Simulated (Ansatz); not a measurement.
The system is Zn3Ge.

```xyz
4
Lattice="-1.9732 1.9732 3.9857 1.9732 -1.9732 3.9857 1.9732 1.9732 -3.9857" Properties=species:S:1:pos:R:3 pbc="T T T"
Ge    0.0000    0.0000    0.0000
Zn    0.0000    0.0000    3.9857
Zn    1.9732    0.0000    1.9929
Zn    0.0000    1.9732    1.9929
```

The cell comes from a database or a generator and needn't be the stable form of this composition.

- Program: Ansatz 0.2.0
- Task: relaxation of cell and atoms
- Functional: PBE
- Potentials or basis: Ansatz PAW
- Cutoff: 420 eV (not typed: the program's choice for these potentials)
- k mesh: 10 × 10 × 10
- Occupations: fermi-dirac, width 0.05 eV
- Spin: no spin polarisation

At the start: volume 15.52 Å³/atom.

Question: How do energy, volume and symmetry change on relaxing?

Answer: It ends after 4 steps and the volume is 16.38 Å³/atom (+5.5 %); space group I4/mmm (No. 139, to 0.05 Å).

The path:
| step | energy change (eV) | largest force (eV/Å) | volume (Å³) |
| --- | --- | --- | --- |
| 1 | 0.0000 | 0.0000 | 62.08 |
| 2 | -0.0413 | 0.0000 | 65.11 |
| 3 | -0.0421 | 0.0000 | 65.50 |
| 4 | -0.0445 | 0.0000 | 65.50 |

Final structure:
```yaml
crystal:
  lattice:
    - [-2.02181, 2.02181, 4.00616]
    - [2.02181, -2.02181, 4.00616]
    - [2.02181, 2.02181, -4.00616]
  atoms:
    - { symbol: Ge, position: [0.00000, 0.00000, 0.00000] }
    - { symbol: Zn, position: [0.50000, 0.50000, 0.00000] }
    - { symbol: Zn, position: [0.25000, 0.75000, 0.50000] }
    - { symbol: Zn, position: [0.75000, 0.25000, 0.50000] }
```

Caveat: the plane-wave basis is chosen anew once the cell has moved, so the energies of steps on either side of that aren't comparable.
